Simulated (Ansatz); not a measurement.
# CH8AsNOSi2: the cost of one run

All numbers below are computed with Ansatz 0.2.0 (RHF/def2-SVP).

## (1) The system as given

Bond lengths: O1–Si2 1.691 Å, Si2–As3 2.339 Å, Si2–C4 1.918 Å, C4–Si5 1.819 Å, Si2–N6 1.813 Å, Si5–N6 1.802 Å, O1–H7 1.035 Å, As3–H8 1.560 Å, As3–H9 1.580 Å, C4–H10 1.070 Å, C4–H11 1.141 Å, Si5–H12 1.511 Å, Si5–H13 1.438 Å, N6–H14 1.023 Å. Angles (14 of 25 angles, heavy atoms first): O1–Si2–As3 114.0°, O1–Si2–C4 111.8°, O1–Si2–N6 112.6°, As3–Si2–C4 114.4°, As3–Si2–N6 112.6°, C4–Si2–N6 89.1°, Si2–C4–Si5 87.3°, C4–Si5–N6 92.6°, Si2–N6–Si5 91.1°, Si2–O1–H7 102.2°, Si2–As3–H8 90.4°, Si2–As3–H9 88.9°, Si2–C4–H10 110.6°, Si2–C4–H11 107.6°.

Coordinates:

```xyz
14

O    -1.9954   -0.1816    1.3499
Si   -0.8346   -0.0631    0.1260
As   -1.5405   -0.9055   -1.9391
C     0.8761   -0.7098    0.7029
Si    1.4796    0.9985    0.5420
N    -0.1281    1.6012   -0.0046
H    -2.7645    0.4040    0.9790
H    -1.3135   -2.3636   -1.4332
H    -0.0436   -0.8459   -2.4409
H     1.2640   -1.4217    0.0051
H     0.7613   -1.0808    1.7762
H     1.8397    1.5880    1.8858
H     2.4424    1.1479   -0.5151
H    -0.0559    1.8030   -1.0051
```

## (2) Relaxing end A

The input, input.yaml:

```yaml
crystal:
  periodic: [false, false, false]
  atoms:
    - { symbol: O, position_ang: [-1.9954, -0.1816, 1.3499] }
    - { symbol: Si, position_ang: [-0.8346, -0.0631, 0.126] }
    - { symbol: As, position_ang: [-1.5405, -0.9055, -1.9391] }
    - { symbol: C, position_ang: [0.8761, -0.7098, 0.7029] }
    - { symbol: Si, position_ang: [1.4796, 0.9985, 0.542] }
    - { symbol: "N", position_ang: [-0.1281, 1.6012, -0.0046] }
    - { symbol: H, position_ang: [-2.7645, 0.404, 0.979] }
    - { symbol: H, position_ang: [-1.3135, -2.3636, -1.4332] }
    - { symbol: H, position_ang: [-0.0436, -0.8459, -2.4409] }
    - { symbol: H, position_ang: [1.264, -1.4217, 0.0051] }
    - { symbol: H, position_ang: [0.7613, -1.0808, 1.7762] }
    - { symbol: H, position_ang: [1.8397, 1.588, 1.8858] }
    - { symbol: H, position_ang: [2.4424, 1.1479, -0.5151] }
    - { symbol: H, position_ang: [-0.0559, 1.803, -1.0051] }
basis:
  gaussian: { orbitals: def2-SVP }
hamiltonian:
  xc: hf
relax:
  f_tol: 0.015
  max_steps: 40
output:
  orbitals: {}
```

On the command line:

```
> ansatz run input.yaml --threads 2 --pin off --max-ram 3072MiB --backend cpu --events-out ev --progress --plain --runs-dir out
```

Q: Estimate wall time and peak memory on 2 threads of Intel Xeon Platinum 8488C (Sapphire Rapids), shared host.

About 49 s, with a peak of 0.49 GiB.
